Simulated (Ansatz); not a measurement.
# SiCl2F− (SMILES F[Si-](Cl)Cl): a rigid scan of the angle Cl3–Si2–Cl4

An exercise on one series of results from a longer session: the logs are not shown, and one member is left open.

Program: Ansatz 0.2.0, Gaussian basis. Level of theory: single points in def2-TZVPPD. These are calculated values, not measurements.

Levels: PBE-D4, r2SCAN-D4, PBE0-D4, B3LYP-D4, wB97M-V, Hartree-Fock, MP2, CCSD, CCSD(T). The scan takes 79.6, 84.1, 88.6, 93.1, 97.6, 102.1, 106.6, 111.1, 115.6°.

Cores are frozen in the correlated methods. B3LYP uses VWN-RPA correlation.

19 further runs of the same task are left out: 19 set aside as unsound or not needed.

## The system as given

The minimum, relaxed at PBE0-D4: SMILES `F[Si-](Cl)Cl`, 4 atoms, charge -1, spin multiplicity 1.

Atoms are counted from 1 here; the program's logs count them from 0.

Bond lengths: F1–Si2 1.651 Å, Si2–Cl3 2.221 Å, Si2–Cl4 2.221 Å. Angles: F1–Si2–Cl3 96.7°, F1–Si2–Cl4 96.7°, Cl3–Si2–Cl4 97.6°.

Geometry (Å):

```
F     1.18218   -0.32728    0.93855
Si    0.18250   -0.67670   -0.32756
Cl   -1.72681   -0.28385    0.73607
Cl    0.36213    1.28783   -1.34705
```

Energies of the minimum (eV), from earlier single points: PBE-D4 -35631.47223, r2SCAN-D4 -35644.58955, PBE0-D4 -35634.01686, B3LYP-D4 -35649.65502, wB97M-V -35645.93228, CCSD(T) -35605.36825.

At the minimum the angle Cl3–Si2–Cl4 is 97.6°.

The first run:

Input file ccsdt-tzvppd/in.yaml:

```yaml
crystal:
  periodic: [false, false, false]
  atoms:
    - {symbol: F, position_ang: [1.182176, -0.327278, 0.938547]}
    - {symbol: Si, position_ang: [0.182502, -0.676696, -0.327562]}
    - {symbol: Cl, position_ang: [-1.656134, 0.326984, 0.409415]}
    - {symbol: Cl, position_ang: [0.362129, 1.287828, -1.347050]}
basis:
  gaussian: {orbitals: "def2-TZVPPD.json"}
total_charge: -1
correlation: {method: ccsd_t}
```

The basis file named in the input lies beside it (Basis Set Exchange, JSON).

The command line of these runs was not kept.

Steps of the session up to this table: Cl3–Si2–Cl4 = 79.6°; Cl3–Si2–Cl4 = 84.1°; Cl3–Si2–Cl4 = 88.6°; Cl3–Si2–Cl4 = 93.1°; Cl3–Si2–Cl4 = 97.6°; Cl3–Si2–Cl4 = 102.1°; Cl3–Si2–Cl4 = 106.6°; Cl3–Si2–Cl4 = 111.1°; Cl3–Si2–Cl4 = 115.6°.

One of the session's tables, all rows but one given; the rest of the session is left out.

Energies less that of the minimum at the same level (eV):

| angle (°) | PBE-D4 | PBE0-D4 | B3LYP-D4 | wB97M-V | Hartree-Fock |
| --- | --- | --- | --- | --- | --- |
| 79.6 | 0.368 | 0.368 | 0.393 | 0.363 | 0.456 |
| 84.1 | 0.188 | 0.185 | 0.201 | 0.178 | 0.232 |
| 88.6 | 0.078 | 0.074 | 0.084 | 0.068 | 0.096 |
| 93.1 | 0.020 | 0.017 | 0.021 | 0.014 | 0.023 |
| 97.6 | 0.000 | 0.000 | 0.000 | 0.000 | 0.000 |
| 97.6 (minimum) | 0.000 | 0.000 | 0.000 | 0.000 | 0.000 |
| 102.1 | 0.011 | 0.014 | 0.011 | 0.018 | 0.015 |
| 106.6 | ? | ? | ? | ? | ? |
| 111.1 | 0.099 | 0.114 | 0.106 | 0.123 | 0.132 |
| 115.6 | 0.168 | 0.190 | 0.181 | 0.202 | 0.224 |

Estimate the missing values for angle (°) = 106.6.

Worked estimate for «PBE-D4». A straight line through the neighbours (102.1, 0.011) and (111.1, 0.099) gives 0.011 + (0.099 − 0.011) × (106.6 − 102.1) / (111.1 − 102.1) = 0.055; a parabola fitted to 4 rows on both sides gives 0.045.

**Answer.** PBE-D4: 0.045; PBE0-D4: 0.054; B3LYP-D4: 0.048; wB97M-V: 0.061; Hartree-Fock: 0.061. In «PBE-D4» the line misses by +0.010 and the parabola by 0.000.

Caveats from the session: A polynomial through the near points puts the CCSD(T) minimum 0.3° below the PBE0-D4 value.
